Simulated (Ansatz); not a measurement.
## LuBPd₃, space group Pm-3m: a scan of one input key, step by step

With the Python package of Ansatz (0.2.0).

Run as a notebook:

**Cell 1**
```python
import ansatz as az
from tabulate import tabulate
```

**Cell 2**
```python
crystal = (
    az.Lattice.from_parameters(4.09, 4.09, 4.09, alpha=90.0, beta=90.0, gamma=90.0)
    .atom('Lu', [0.0, 0.0, 0.0])
    .atom('B', [0.5, 0.5, 0.5])
    .atom('Pd', [0.0, 0.5, 0.5])
    .atom('Pd', [0.5, 0.0, 0.5])
    .atom('Pd', [0.5, 0.5, 0.0])
)
```

**Cell 3**
```python
calculation = (
    crystal.calculation()
    .functional('r2scan')
    .basis(550)
    .kpoints(5, 5, 5)
    .occupations('Marzari-Vanderbilt', width=0.3)
    .mixing('anderson', beta=0.2)
    .initial_density(normalization='atom')
    .band_table()
)
typed = calculation.input()
rows = []
for value in [1, 2, 3]:
    edited = typed.set(az.key.basis.xc_grid, value)
    r = az.Session.from_dict(edited).plan().execute().report
    rows.append((value, r['free_energy_ev'], r['n_iterations'], len(r['eigenvalues_ev'][0]) if 'eigenvalues_ev' in r else 0))
print(tabulate(rows, headers=['xc grid', 'F eV', 'iterations', 'bands listed'], floatfmt='.4f', tablefmt='github'))
```
Output:
```text
|   xc grid |        F eV |   iterations |   bands listed |
|-----------|-------------|--------------|----------------|
|         1 | -35860.0478 |           19 |             50 |
|         2 | -35860.0485 |           19 |             50 |
|         3 | -35860.0486 |           19 |             50 |
```

Reading the output:
- The settings weren't tested for convergence.
- For a metal this k-point mesh is coarse: on a finer one energies can move by several to tens of meV an atom and pressures by half a GPa or more, differences at one mesh by less.
- The starting cell is as deposited in a crystallographic database; the results hold for this polymorph, which needn't be the stable one.
- Wall time of the script: 14 s on 1 thread of Intel(R) Xeon(R) 6975P-C (Granite Rapids) (shared host), peak memory 0.5 GiB.

(Lines on the test bed's own set-up are left out of the output.)
